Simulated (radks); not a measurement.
**W⁺ in [Xe] 4f14 5d3.75 6s1 7s0.25: an all-electron calculation**

Aim: the levels, the sizes of the orbitals and the parts of the energy of the tungsten ion W+.

Program: radks (a radial shooting solver on a logarithmic mesh, Libxc functionals) version 1. Level of theory: scalar-relativistic Kohn-Sham, OLYP, spin-polarised, spherical densities, point nucleus; open shells are filled with parallel spins first. These are calculated values, not measurements, unless marked.

## 1. What is computed

| Quantity | Value |
| --- | --- |
| element | tungsten (Z = 74) |
| charge | +1 |
| electrons | 73 |
| configuration | [Xe] 4f14 5d3.75 6s1 7s0.25 |

## 2. The run

Settings of this run:

```text
Z 74
configuration [Xe] 4f14 5d3.75 6s1 7s0.25
relativity scalar-relativistic
functional optx,lyp
spin polarised
nucleus point
c 137.035999084
```

Q: Predict the outcome of this run.

**Answer**, as computed:

| quantity | value |
| --- | --- |
| total energy | -16148.0485 hartree |
| exchange-correlation share of it | 2.04 % |
| −T/E | 1.1020 |
| highest occupied level | 7s up, -3.919 eV |
| most extended occupied level | 7s up, <r> = 7.22 bohr |
| radius at density 0.001 e/bohr³ | 4.18 bohr |
| maxima of the radial density | 4 |

The radial density shows 4 maxima for 7 occupied principal shells; where shells overlap, one shows as a shoulder or not at all. Relativity lifts −T/E to 1.102. This is not the tabulated ground configuration, so its levels and sizes aren't those of the ground state, and no measured value stands beside it.
